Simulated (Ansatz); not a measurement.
# Sb: response to a stretch of c alone

How does Sb answer a stretch of c alone between -3 and +3 %? At each strain the rest of the cell is held and the atoms relax, within the symmetry that is left.

Program: Ansatz 0.2.0. Level of theory: DFT r2SCAN, scalar-relativistic, plane waves, PAW. These are calculated values, not measurements.

2 further runs of the same task are left out: 2 set aside as unsound or not needed.

## (1) Starting point

The structure is cubic, space group Pm-3m (No. 221). Conventional cell: a = 3.088 Å, b = 3.088 Å, c = 3.088 Å, α = 90.00°, β = 90.00°, γ = 90.00°. Sb (site symmetry m-3m) is surrounded by 6 Sb at 3.09 Å.

As a file:

```
Sb
1.0
     3.08753    0.00000    0.00000
     0.00000    3.08753    0.00000
     0.00000    0.00000    3.08753
Sb
1
Cartesian
  0.0000 0.0000 0.0000
```

This cell was relaxed beforehand with the same method: volume 29.43 Å³/atom, gap on the mesh none (metal).

## (2) The unstrained reference

input.yaml

```yaml
crystal:
  lattice:
    - [3.0875323681, 0.0, 0.0]
    - [0.0, 3.0875323681, 0.0]
    - [0.0, 0.0, 3.0875323681]
  atoms:
    - { symbol: Sb, position: [0.0, 0.0, 0.0] }
basis:
  ecutwfc: 500
kpoints:
  mp_grid: { grid: [16, 16, 16] }
hamiltonian:
  xc: r2scan
scf:
  occupations: { method: gaussian, width: 0.1 }
output:
  forces: true
  stress: true
  eigenvalues: true
```

Started as:

```bash
ansatz run input.yaml --threads 1 --pin off --max-ram 2560MiB --backend cpu --events-out ev --progress --plain --runs-dir out
```

Further runs follow: the cell strained by -1.0 %; strain +1.0 %; strain -2.0 %; strain +2.0 %; strain -3.0 %; At +3.0 %.

**Question.** What will these runs give? Wanted: (1/V) d²E/dε² at zero strain, cubic fit.

**Answer**, as computed:

```
                               quantity                    value
                    largest energy cost  13.1 meV/atom at +3.0 %
(1/V) d²E/dε² at zero strain, cubic fit                  157 GPa
```

**Reading.** The curvature of the energy, 157 GPa, is the elastic constant along c at held a and b. On this cell's mesh the unstrained reference holds a stress of up to 0.19 GPa. The runs treat Sb without spin-orbit coupling.
